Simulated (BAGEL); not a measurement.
# AlSbH3F (SMILES [F][AlH][SbH2]): a chain of runs

Aim: a single-point energy (HF/ANO-RCC-VDZP), then a single-point energy (NEVPT2(2,2)/ANO-RCC-VDZP) of AlSbH3F. 

The results are computed with BAGEL 1.2.2.

1 further run of the same task is left out (set aside as unsound or not needed).

**1. The structure to begin with**

AlSbH3F: 6 atoms, total charge 0, spin state singlet. SMILES: `[F][AlH][SbH2]`. One bond was lengthened or shortened from a relaxed shape.

Bond lengths: F1–Al2 1.653 Å, Al2–Sb3 2.636 Å, Al2–H4 1.582 Å, Sb3–H5 1.966 Å, Sb3–H6 1.709 Å. Angles: F1–Al2–Sb3 116.3°, F1–Al2–H4 116.4°, Sb3–Al2–H4 127.3°, Al2–Sb3–H5 88.3°, Al2–Sb3–H6 87.8°, H5–Sb3–H6 91.6°.

**2. The energy at HF/ANO-RCC-VDZP (DKH2, density fitting with AutoAux) (run 1)**

File job.json:

```json
{ "bagel": [

{
  "title": "molecule",
  "basis": "ano-rcc-vdzp.json",
  "df_basis": "ano-rcc-vdzp-autoaux.json",
  "angstrom": false,
  "dkh": true,
  "geometry": [
    { "atom": "F", "xyz": [ -1.98219987, -3.25153458,  2.82322437 ] },
    { "atom": "Al", "xyz": [ -0.51104808, -2.13073802,  0.30592020 ] },
    { "atom": "Sb", "xyz": [  2.54274933,  1.72997246,  1.07050339 ] },
    { "atom": "H", "xyz": [ -0.99992023, -3.56957549, -2.26769781 ] },
    { "atom": "H", "xyz": [  1.59133837,  3.00844399, -2.28637964 ] },
    { "atom": "H", "xyz": [  0.05908229,  3.25913884,  2.45623956 ] }
  ]
},
{
  "title": "hf"
},
{
  "title": "print",
  "file": "orbitals.molden",
  "orbitals": true
}

]}
```

The basis set ANO-RCC-VDZP is read from a file made from the Basis Set Exchange's data (not shown).

The run is started by

```
BAGEL_NUM_THREADS=1 BAGEL job.json > job.out
```

What it wrote:

```text
* using 1 threads per process

  ===============================================================
  ===============================================================

  *** Geometry ***

  { "atom" : "F", "xyz" : [     -1.982200,     -3.251535,      2.823224 ] },
  { "atom" : "Al", "xyz" : [     -0.511048,     -2.130738,      0.305920 ] },
  { "atom" : "Sb", "xyz" : [      2.542749,      1.729972,      1.070503 ] },
  { "atom" : "H", "xyz" : [     -0.999920,     -3.569575,     -2.267698 ] },
  { "atom" : "H", "xyz" : [      1.591338,      3.008444,     -2.286380 ] },
  { "atom" : "H", "xyz" : [      0.059082,      3.259139,      2.456240 ] },

  Number of auxiliary basis functions:      995

  Since a DF basis is specified, we compute 2- and 3-index integrals:
    o Being stored without compression. Storage requirement is 0.064 GB

  Number of basis functions:       90
  Number of electrons      :       76

    * METHOD: MOLECULE                             1.99

  *** RHF ***

  === Nuclear Repulsion ===
   286.3865380397

      * DIIS with orbital gradients will be used.

  === RHF iteration (ano-rcc-vdzp.json) ===
      0      -6819.98238809          0.01847825           0.46
      1      -6820.09083275          0.01445974           0.44
      2      -6820.19539097          0.00121177           0.44
      3      -6820.19683611          0.00043319           0.44
      4      -6820.19701729          0.00009342           0.43
      5      -6820.19703412          0.00002567           0.46
      6      -6820.19703532          0.00001139           0.46
      7      -6820.19703554          0.00000375           0.45
      8      -6820.19703557          0.00000156           0.44
      9      -6820.19703557          0.00000051           0.45
     10      -6820.19703557          0.00000018           0.44
     11      -6820.19703557          0.00000008           0.44
     12      -6820.19703557          0.00000003           0.44
     13      -6820.19703557          0.00000001           0.45
     14      -6820.19703557          0.00000001           0.45
    * SCF iteration converged.

    * Permanent dipole moment:
           (   -0.435178,    -0.155487,     0.346637) a.u.

    * METHOD: HF                                   8.41

    * METHOD: PRINT                                0.02

  ===============================================================
```

Wall time 11 s (1 thread of Arm Neoverse V1, shared host); peak memory 0.26 GiB.

**3. The energy at NEVPT2(2,2)/ANO-RCC-VDZP (DKH2, density fitting with AutoAux) (run 2)**

File input.json:

```json
{ "bagel": [

{
  "title": "molecule",
  "basis": "ano-rcc-vdzp.json",
  "df_basis": "ano-rcc-vdzp-autoaux.json",
  "angstrom": false,
  "dkh": true,
  "geometry": [
    { "atom": "F", "xyz": [ -1.98219987, -3.25153458,  2.82322437 ] },
    { "atom": "Al", "xyz": [ -0.51104808, -2.13073802,  0.30592020 ] },
    { "atom": "Sb", "xyz": [  2.54274933,  1.72997246,  1.07050339 ] },
    { "atom": "H", "xyz": [ -0.99992023, -3.56957549, -2.26769781 ] },
    { "atom": "H", "xyz": [  1.59133837,  3.00844399, -2.28637964 ] },
    { "atom": "H", "xyz": [  0.05908229,  3.25913884,  2.45623956 ] }
  ]
},
{ "title": "hf" },
{ "title": "nevpt2", "nstate": 1, "nact": 2, "nclosed": 37, "active": [37, 40], "maxiter": 200, "natocc": true, "ncore": 24 },
{ "title": "print", "file": "orbitals.molden", "orbitals": true }

]}
```

The basis set ANO-RCC-VDZP is read from a file made from the Basis Set Exchange's data (not shown).

The run is started by

```
BAGEL_NUM_THREADS=1 BAGEL input.json > input.out
```

What it wrote:

```text
* using 1 threads per process

  ===============================================================
  ===============================================================

  *** Geometry ***

  { "atom" : "F", "xyz" : [     -1.982200,     -3.251535,      2.823224 ] },
  { "atom" : "Al", "xyz" : [     -0.511048,     -2.130738,      0.305920 ] },
  { "atom" : "Sb", "xyz" : [      2.542749,      1.729972,      1.070503 ] },
  { "atom" : "H", "xyz" : [     -0.999920,     -3.569575,     -2.267698 ] },
  { "atom" : "H", "xyz" : [      1.591338,      3.008444,     -2.286380 ] },
  { "atom" : "H", "xyz" : [      0.059082,      3.259139,      2.456240 ] },

  Number of auxiliary basis functions:      995

  Since a DF basis is specified, we compute 2- and 3-index integrals:
    o Being stored without compression. Storage requirement is 0.064 GB

  Number of basis functions:       90
  Number of electrons      :       76

    * METHOD: MOLECULE                             2.01

  *** RHF ***

  === Nuclear Repulsion ===
   286.3865380397

      * DIIS with orbital gradients will be used.

  === RHF iteration (ano-rcc-vdzp.json) ===
      0      -6819.98238809          0.01847825           0.47
      1      -6820.09083275          0.01445974           0.44
      2      -6820.19539097          0.00121177           0.44
      3      -6820.19683611          0.00043319           0.44
      4      -6820.19701729          0.00009342           0.45
      5      -6820.19703412          0.00002567           0.45
      6      -6820.19703532          0.00001139           0.45
      7      -6820.19703554          0.00000375           0.45
      8      -6820.19703557          0.00000156           0.45
      9      -6820.19703557          0.00000051           0.45
     10      -6820.19703557          0.00000018           0.45
     11      -6820.19703557          0.00000008           0.45
     12      -6820.19703557          0.00000003           0.45
     13      -6820.19703557          0.00000001           0.45
     14      -6820.19703557          0.00000001           0.45
    * SCF iteration converged.

    * Permanent dipole moment:
           (   -0.435178,    -0.155487,     0.346637) a.u.

    * METHOD: HF                                   8.46

    * freezing 24 orbitals
  ---------------------------
      CASSCF calculation
  ---------------------------

    ==== Active orbitals : =====
         Orbital 37
         Orbital 40
    ============================

    * nstate   :      1
    * nclosed  :     37
    * nact     :      2
    * nvirt    :     51
  === CASSCF iteration (ano-rcc-vdzp.json) ===

    * Using the second-order algorithm

      0  0     -6820.19927832     3.53e-04      0.15

      1  0     -6820.21648930     1.07e-03      1.83

      2  0     -6820.21900088     2.00e-04      2.03

      3  0     -6820.21915563     7.22e-05      2.07

      4  0     -6820.21916207     2.48e-05      2.08

      5  0     -6820.21916256     7.73e-06      2.08

      6  0     -6820.21916260     2.32e-06      2.06

      7  0     -6820.21916260     6.89e-07      2.03

      8  0     -6820.21916261     2.03e-07      2.06

      9  0     -6820.21916260     5.99e-08      1.97

     10  0     -6820.21916261     1.76e-08      1.81

     11  0     -6820.21916261     5.17e-09      1.74

    * Second-order optimization converged. *

     guess   0:   closed 1.                   open ..

  === FCI iteration ===

      0  0     -6820.19619805     6.60e-02      0.00
      1  0     -6820.21915577     9.33e-04      0.00
      2  0 *   -6820.21916260     9.27e-16      0.00

     * ci vector, state   0, <S^2> = 0.0000
       2.     0.9851980606
       .2    -0.1714198977

  === DF-NEVPT2 calculation ===

    * 3-index integral transformation done
    * assembly done

      NEVPT2 correlation energy:   -0.8770423417      0.20

          (+0)     -0.6324401892
          (+0)'    -0.1903596772
          (+1)     -0.0126517110
          (+1)'    -0.0059442728
          (+2)     -0.0005450032
          (-1)     -0.0285141969
          (-1)'    -0.0008117818
          (-2)     -0.0057755095

      NEVPT2 total energy:       -6821.0962049471

    * METHOD: NEVPT2                              24.64

    * METHOD: PRINT                                0.02

  ===============================================================
```

It took 35 s on 1 thread of Arm Neoverse V1, shared host; peak memory 0.29 GiB.

**4. Outcome**

| quantity | value |
| --- | --- |
| run 1, HF/ANO-RCC-VDZP: total energy | -6820.19704 Eh |
| run 1, HF/ANO-RCC-VDZP: dipole moment | 1.47 D |
| run 1, HF/ANO-RCC-VDZP: HOMO energy | -9.56 eV |
| run 1, HF/ANO-RCC-VDZP: LUMO energy | 1.30 eV |
| run 1, HF/ANO-RCC-VDZP: HOMO–LUMO gap | 10.86 eV |
| run 2, NEVPT2(2,2)/ANO-RCC-VDZP: total energy | -6821.09620 Eh |
